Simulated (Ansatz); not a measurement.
# Be3AgRh4: the cost of one run

Program: Ansatz 0.2.0. Level of theory: DFT PBE, scalar-relativistic, plane waves, PAW, unless a step names another level. These are calculated values, not measurements.

### 1 Starting point

It takes space group P-6m2 (No. 187, hexagonal). The conventional cell has a = 2.754 Å, b = 2.754 Å, c = 15.134 Å, α = 90.00°, β = 90.00°, γ = 120.00°. Be (site symmetry -6m2) is surrounded by 6 Rh at 2.34 Å. Be (site symmetry 3m) is surrounded by 6 Rh at 2.30 to 2.36 Å. Ag (site symmetry -6m2) is surrounded by 6 Ag at 2.75 Å and 6 Rh at 2.91 Å. Around Rh (site symmetry 3m) lie 3 Be at 2.30 Å. Rh (site symmetry 3m) is surrounded by 6 Be at 2.34 to 2.36 Å.

As a file:

```
Be Ag Rh
1.0
     2.75359    0.00000    0.00000
    -1.37679    2.38467    0.00000
     0.00000    0.00000   15.13391
Be Ag Rh
3 1 4
Direct
  0.66667 0.33333 0.50000
  0.33333 0.66667 0.27126
  0.33333 0.66667 0.72874
  0.66667 0.33333 0.00000
  0.00000 0.00000 0.16099
  0.00000 0.00000 0.61360
  0.00000 0.00000 0.38640
  0.00000 0.00000 0.83901
```

It came out lowest among 17 distinct ends of the trial cells. At a tolerance of 0.05 Å it has space group P-6m2 (No. 187).

### 2 Tight relaxation for the response runs, on the response runs' mesh and smearing

input.yaml reads:

```yaml
crystal:
  lattice:
    - [2.7535852522, 0.0, 0.0]
    - [-1.3767926261, 2.3846747799, 0.0]
    - [0.0, 0.0, 15.1339096399]
  atoms:
    - { symbol: Be, position: [0.6666666667, 0.3333333333, 0.5] }
    - { symbol: Be, position: [0.3333333333, 0.6666666667, 0.2712621071] }
    - { symbol: Be, position: [0.3333333333, 0.6666666667, 0.7287378929] }
    - { symbol: Ag, position: [0.6666666667, 0.3333333333, 0.0] }
    - { symbol: Rh, position: [0.0, 0.0, 0.1609945485] }
    - { symbol: Rh, position: [0.0, 0.0, 0.6135986194] }
    - { symbol: Rh, position: [0.0, 0.0, 0.3864013806] }
    - { symbol: Rh, position: [0.0, 0.0, 0.8390054515] }
basis:
  ecutwfc: 420
kpoints:
  mp_grid: { grid: [12, 12, 2] }
hamiltonian:
  xc: pbe
scf:
  occupations: { method: gaussian, width: 0.1 }
output:
  forces: true
  stress: true
  eigenvalues: true
relax:
  adjacent_minimum: "off"
  f_tol: 0.001
  max_steps: 60
  cell: { stress_tol: 0.01 }
```

Command:

```
$ ansatz run input.yaml --threads 3 --pin off --max-ram 7680MiB --backend cpu --events-out ev --progress --plain --runs-dir out
```

**Question.** How long does this run take on 3 threads of Intel Xeon Platinum 8488C (Sapphire Rapids), shared host, and how much memory does it need?

About 36 s, with a peak of 0.56 GiB.
